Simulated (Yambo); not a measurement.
A run of Yambo 5.3.0:

The input g0w00.in:

```
gw0
dyson
el_el_corr
rim_cut
HF_and_locXC
ppa
em1d
RandQpts= 1000000
RandGvec= 50 RL
EXXRLvcs= 80 Ry
VXCRLvcs= 80 Ry
Chimod= "HARTREE"
% BndsRnXp
 1 | 76 |
%
NGsBlkXp= 6 Ry
% LongDrXp
 1 | 1 | 1 |
%
PPAPntXp= 27.21138 eV
% GbndRnge
 1 | 76 |
%
GTermKind= "BG"
DysSolver= "n"
ExtendOut
% QPkrange
 1 | 1 | 14 | 20 |
 6 | 6 | 14 | 20 |
 8 | 8 | 14 | 20 |
%
```

File scf.in:

```
&CONTROL
  calculation = 'scf'
  prefix = 'pwscf'
  outdir = './tmp'
  pseudo_dir = './pseudo'
/
&SYSTEM
  ibrav = 0
  nat = 2
  ntyp = 2
  ecutwfc = 80
  nbnd = 23
  occupations = 'smearing'
  smearing = 'fd'
  degauss = 0.00367493
  force_symmorphic = .true.
/
&ELECTRONS
  conv_thr = 4d-10
  electron_maxstep = 120
  mixing_beta = 0.5
/
ATOMIC_SPECIES
Bi   208.9804 Bi.upf
Te   127.6000 Te.upf
CELL_PARAMETERS angstrom
   0.0000000000    3.2350000000    3.2350000000
   3.2350000000    0.0000000000    3.2350000000
   3.2350000000    3.2350000000    0.0000000000
ATOMIC_POSITIONS crystal
Bi     0.0000000000    0.0000000000    0.0000000000
Te     0.5000000000    0.5000000000    0.5000000000
K_POINTS automatic
8 8 8 0 0 0
```

The input nscf.in:

```
&CONTROL
  calculation = 'nscf'
  prefix = 'pwscf'
  outdir = './tmp'
  pseudo_dir = './pseudo'
/
&SYSTEM
  ibrav = 0
  nat = 2
  ntyp = 2
  ecutwfc = 80
  nbnd = 76
  occupations = 'smearing'
  smearing = 'fd'
  degauss = 0.00367493
  force_symmorphic = .true.
/
&ELECTRONS
  conv_thr = 1d-08
  diago_full_acc = .true.
  diago_thr_init = 1d-06
/
ATOMIC_SPECIES
Bi   208.9804 Bi.upf
Te   127.6000 Te.upf
CELL_PARAMETERS angstrom
   0.0000000000    3.2350000000    3.2350000000
   3.2350000000    0.0000000000    3.2350000000
   3.2350000000    3.2350000000    0.0000000000
ATOMIC_POSITIONS crystal
Bi     0.0000000000    0.0000000000    0.0000000000
Te     0.5000000000    0.5000000000    0.5000000000
K_POINTS automatic
4 4 4 0 0 0
```

Potentials or basis: PseudoDojo 0.4.1 SR PBEsol standard.

Launch:

```bash
$ OMP_NUM_THREADS=1 pw.x -in scf.in > scf.out
$ OMP_NUM_THREADS=1 pw.x -in nscf.in > nscf.out
$ cd tmp/pwscf.save; p2y; mv SAVE ../..; cd ../..
$ OMP_NUM_THREADS=1 yambo
$ OMP_NUM_THREADS=1 yambo -F g0w00.in -J g0w00 -C g0w00_out
```

Hardware: 1 thread of Intel(R) Xeon(R) Platinum 8259CL CPU @ 2.50GHz (Skylake/Cascade Lake) (shared host).

**Question.** Estimate the wall time of this run.

**Answer.** It took 9.3 min on 1 thread of Intel(R) Xeon(R) Platinum 8259CL CPU @ 2.50GHz (Skylake/Cascade Lake), with other jobs on the host.
